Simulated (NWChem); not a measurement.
# CH2F3Si (SMILES [CH2][Si](F)(F)F): UHF/6-31G(d) (spherical functions)

Aim: a structure relaxation of CH2F3Si. 

Program for the calculation: NWChem 7.3.0.

### Step 1. The system as given

The species is CH2F3Si (7 atoms), meant as a doublet with charge 0. SMILES: `[CH2][Si](F)(F)F`. The shape is that of a PBE0-D4/def2-TZVP optimisation. The run starts from this shape.

Bond lengths: C1–Si2 1.812 Å, Si2–F3 1.577 Å, Si2–F4 1.578 Å, Si2–F5 1.577 Å, C1–H6 1.084 Å, C1–H7 1.084 Å. Angles: C1–Si2–F3 111.1°, C1–Si2–F4 112.7°, C1–Si2–F5 111.2°, F3–Si2–F4 106.8°, F3–Si2–F5 108.2°, F4–Si2–F5 106.7°, Si2–C1–H6 122.2°, Si2–C1–H7 122.2°, H6–C1–H7 115.6°.

### Step 2. A geometry optimisation at UHF/6-31G(d) (spherical functions)

ch2f3si.nw reads:

```
echo
start ch2f3si
title "CH2F3Si"
memory 2200 mb

geometry units bohr
  C  -1.30731253  0.75910298  1.44280590
  Si  0.83695970 -0.49302955 -0.91368258
  F   0.01776343  0.33731611 -3.65510827
  F   0.93617032 -3.47331662 -0.90914724
  F   3.62241601  0.45599091 -0.44710920
  H  -3.27130489  1.16444924  1.02460950
  H  -0.71885182  1.12079656  3.37146038
end

basis spherical bse
  * library 6-31G*
end

scf
  nopen 1
  uhf
  thresh 1e-07
  maxiter 80
  print low
end

driver
  maxiter 60
end

freq
  temp 3 298.15 400 700
end

task scf optimize
task scf frequencies
```

Launch:

```sh
$ nwchem ch2f3si.nw > ch2f3si.out
```

Standard output:

```text
[...]
  functions       =    78
[...]
  wavefunction    = UHF
[...]
         Total SCF energy =   -626.438186832405
[...]
@    0    -626.43818683  0.0D+00  0.00628  0.00244  0.00000  0.00000     11.1
[...]
         Total SCF energy =   -626.438357343100
[...]
@    1    -626.43835734 -1.7D-04  0.00264  0.00063  0.00666  0.01578     19.6
[...]
         Total SCF energy =   -626.438374228454
[...]
@    2    -626.43837423 -1.7D-05  0.00020  0.00007  0.00270  0.00585     34.2
[...]
         Total SCF energy =   -626.438374543770
[...]
         Total SCF energy =   -626.438374569895
      One electron energy =  -1375.129315114656
      Two electron energy =    495.738642917457
 Nuclear repulsion energy =    252.952297627304
                       Sz =      0.5000
                 Sz(Sz+1) =      0.7500
                      S^2 =      0.7593
[...]
                         UHF ENERGY GRADIENTS
    atom               coordinates                        gradient
                 x          y          z           x          y          z
   1 C       0.065365  -3.420176  -0.377184   -0.000010   0.000061  -0.000138
   2 Si      0.000524   0.006472  -0.004286    0.000002   0.000024   0.000016
   3 F      -2.471287   0.877288   1.402998   -0.000051  -0.000006   0.000027
   4 F       0.068380   1.458698  -2.601732    0.000004  -0.000002  -0.000041
   5 F       2.339920   0.958363   1.567546    0.000047  -0.000007   0.000032
   6 H      -1.635333  -4.527630  -0.503099   -0.000007  -0.000038   0.000056
   7 H       1.805633  -4.461590  -0.524760    0.000015  -0.000032   0.000049
[...]
@    3    -626.43837457 -3.4D-07  0.00005  0.00002  0.00052  0.00096     46.5
[...]
      Optimization converged
[...]
@    3    -626.43837457 -3.4D-07  0.00005  0.00002  0.00052  0.00096     46.5
[...]
         Total SCF energy =   -626.438374569895
[...]
 Zero-Point correction to Energy  =   21.739 kcal/mol  (  0.034644 au)
 Thermal correction to Energy     =   35.387 kcal/mol  (  0.056393 au)
 Thermal correction to Enthalpy   =   36.778 kcal/mol  (  0.058609 au)
 Total Entropy                    =  101.020 cal/mol-K
   - Translational                =   43.908 cal/mol-K (mol. weight =  98.9878)
   - Rotational                   =   28.622 cal/mol-K (symmetry #  =        1)
   - Vibrational                  =   28.490 cal/mol-K
 Cv (constant volume heat capacity) =   27.702 cal/mol-K
   - Translational                  =    2.979 cal/mol-K
   - Rotational                     =    2.979 cal/mol-K
   - Vibrational                    =   21.743 cal/mol-K
[...]
 Normal Eigenvalue ||           Projected Infra Red Intensities
  Mode   [cm**-1]  || [atomic units] [(debye/angs)**2] [(KM/mol)] [arbitrary]
 ------ ---------- || -------------- ----------------- ---------- -----------
    1       -0.000 ||    0.000009           0.000         0.009       0.002
    2        0.000 ||    0.000010           0.000         0.010       0.002
    3        0.000 ||    0.000060           0.001         0.059       0.013
    4        0.000 ||    0.000925           0.021         0.901       0.200
    5        0.000 ||    0.001357           0.031         1.323       0.293
    6        0.000 ||    0.001768           0.041         1.723       0.382
    7       38.355 ||    0.000094           0.002         0.092       0.020
    8      244.100 ||    0.000089           0.002         0.087       0.019
    9      246.046 ||    0.000520           0.012         0.507       0.112
   10      347.200 ||    0.023117           0.533        22.535       4.994
   11      356.754 ||    0.018548           0.428        18.082       4.007
   12      411.986 ||    0.086764           2.002        84.582      18.744
   13      601.867 ||    0.076587           1.767        74.661      16.546
   14      768.724 ||    0.002642           0.061         2.575       0.571
[...]
```

Run time: 69 s. Hardware: 1 thread of AMD EPYC 9R45 (Zen 5), shared host; peak memory 0.16 GiB.

Step by step:

```csv
step,energy from the first frame kept (eV)
0,0.0000
1,-0.0046
2,-0.0051
3,-0.0051
```

After the run. Bond lengths: C1–Si2 1.824 Å, Si2–F3 1.574 Å, Si2–F4 1.575 Å, Si2–F5 1.574 Å, C1–H6 1.076 Å, C1–H7 1.076 Å. Angles: C1–Si2–F3 111.0°, C1–Si2–F4 113.0°, C1–Si2–F5 111.1°, F3–Si2–F4 106.8°, F3–Si2–F5 108.0°, F4–Si2–F5 106.7°, Si2–C1–H6 122.2°, Si2–C1–H7 122.2°, H6–C1–H7 115.6°.

### Step 3. Results

At UHF/6-31G* (spherical functions):

| quantity | value |
| --- | --- |
| total energy at the end | -626.43837 Eh |
| ⟨S²⟩ | 0.759 |
| lowest harmonic wavenumber | 38 cm⁻¹ |
| highest harmonic wavenumber | 3414 cm⁻¹ |
| zero-point energy | 91.0 kJ/mol |

What this shows: At the final geometry: Bond lengths: C1–Si2 1.824 Å, Si2–F3 1.574 Å, Si2–F4 1.575 Å, Si2–F5 1.574 Å, C1–H6 1.076 Å, C1–H7 1.076 Å. Angles: C1–Si2–F3 111.0°, C1–Si2–F4 113.0°, C1–Si2–F5 111.1°, F3–Si2–F4 106.8°, F3–Si2–F5 108.0°, F4–Si2–F5 106.7°, Si2–C1–H6 122.2°, Si2–C1–H7 122.2°, H6–C1–H7 115.6°. All 15 modes are real, so the shape is a minimum at this level. The optimisation took 4 steps and changed the energy by -0.005 eV.
